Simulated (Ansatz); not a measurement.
# AsH₂+ (triplet): from Hartree-Fock to the top rungs at distance As1–H2 = 4.066 Å, cc-pVDZ

Aim: climb from Hartree-Fock through coupled cluster and multireference methods for AsH₂+ (triplet) at one geometry and basis, and see what each rung misses.

Computed with Ansatz 0.2.0, Gaussian basis. Level: cc-pVDZ, core rule «outside noble gas», up to 14 orbitals frozen.

Plan: UHF; CCSD(T) on ROHF; CCSD(T) on UHF; BCCD(T) on ROHF; CISD; CCSDT(Q) on ROHF; CCSDT(Q) on UHF; CASSCF and MRCISD+Q, 4 electrons in 4 orbitals; CASSCF and NEVPT2, 4 electrons in 4 orbitals; CASSCF and MRCISD+Q, 6 electrons in 6 orbitals; CASSCF and NEVPT2, 6 electrons in 6 orbitals; Full CI.

14 further runs of the same task are left out: 12 that didn't finish, 2 set aside as unsound or not needed.

### 1 The system

The geometry derives from a PBE0/def2-TZVP stationary point (not a proven minimum). One bond is set to the value named and the two fragments are kept rigid. No spin-orbit coupling is included. The filled d shell of As may be among the frozen orbitals whatever the setting's name suggests; the logs give the count.

3 atoms, charge 1, spin multiplicity 3.

Atoms are counted from 1 here; the program's logs count them from 0.

Bond lengths: As1–H3 1.511 Å.

### 2 UHF

File in.yaml:

```yaml
crystal:
  periodic: [false, false, false]
  atoms:
    - {symbol: As, position_ang: [0.000000, -0.035238, 0.029318]}
    - {symbol: H, position_ang: [0.000000, 1.925666, -3.532593]}
    - {symbol: H, position_ang: [0.000000, 0.693657, 1.353329]}
basis:
  gaussian: {orbitals: cc-pVDZ}
total_charge: 1
magnetization: {spin_polarized: true, initial_magnetization: 2}
hamiltonian: {xc: hf}
output: {orbitals: {seedname: orbitals}}
```

Started as:

```console
$ ansatz run in.yaml --threads 1 --pin off --events-out ev --progress --plain --max-ram 2393MiB
```

After this run come: CCSD(T) on ROHF; CCSD(T) on UHF; BCCD(T) on ROHF; CISD; CCSDT(Q) on ROHF; CCSDT(Q) on UHF; CASSCF and MRCISD+Q, 4 electrons in 4 orbitals; CASSCF and NEVPT2, 4 electrons in 4 orbitals; CASSCF and MRCISD+Q, 6 electrons in 6 orbitals; CASSCF and NEVPT2, 6 electrons in 6 orbitals; Full CI.

Q: Predict the results of all the runs planned. Wanted: FCI below the RHF energy; RMP2 from FCI; UMP2 from FCI; RCCSD from FCI; RCCSD(T) from FCI; UCCSD(T) from FCI; RCCSDT(Q) from FCI; UCCSDT(Q) from FCI; MRCISD+Q pair from FCI.

As calculated:

| quantity | value |
| --- | --- |
| FCI below the RHF energy | -2.5065 eV |
| RMP2 from FCI | +63.0 kJ/mol |
| UMP2 from FCI | +63.1 kJ/mol |
| RCCSD from FCI | +5.0 kJ/mol |
| RCCSD(T) from FCI | +1.2 kJ/mol |
| UCCSD(T) from FCI | +0.8 kJ/mol |
| RCCSDT(Q) from FCI | 0.0 kJ/mol |
| UCCSDT(Q) from FCI | -0.3 kJ/mol |
| MRCISD+Q pair from FCI | -3.7 kJ/mol |
| NEVPT2 valence from FCI | +40.2 kJ/mol |
| MRCISD+Q valence from FCI | -0.6 kJ/mol |
| levels within 1 kcal/mol (43 meV) | RCCSD(T), UCCSD(T), BCCD(T), RCCSDT, UCCSDT, RCCSDT(Q), UCCSDT(Q), MRCISD+Q pair, MRCISD+Q valence |
| T1 diagnostic | 0.017 |
| effectively unpaired electrons | 2.04 |

What this shows: RCCSD(T) lands +1.2 kJ/mol from the yardstick (0.5 % of the correlation energy). UCCSDT, UCCSDT(Q), MRCISD+Q pair, MRCISD+Q valence fall below full CI: unrestricted runs freeze a spin-polarised core, another one than full CI's, and coupled cluster isn't variational. One determinant dominates. Of the multireference levels listed MRCISD+Q valence comes nearest in total energy (-0.6 kJ/mol), which doesn't show that its space is the better one. These misses are within one basis, not against nature; the frozen cores of restricted and unrestricted runs differ, which can shift their rows.
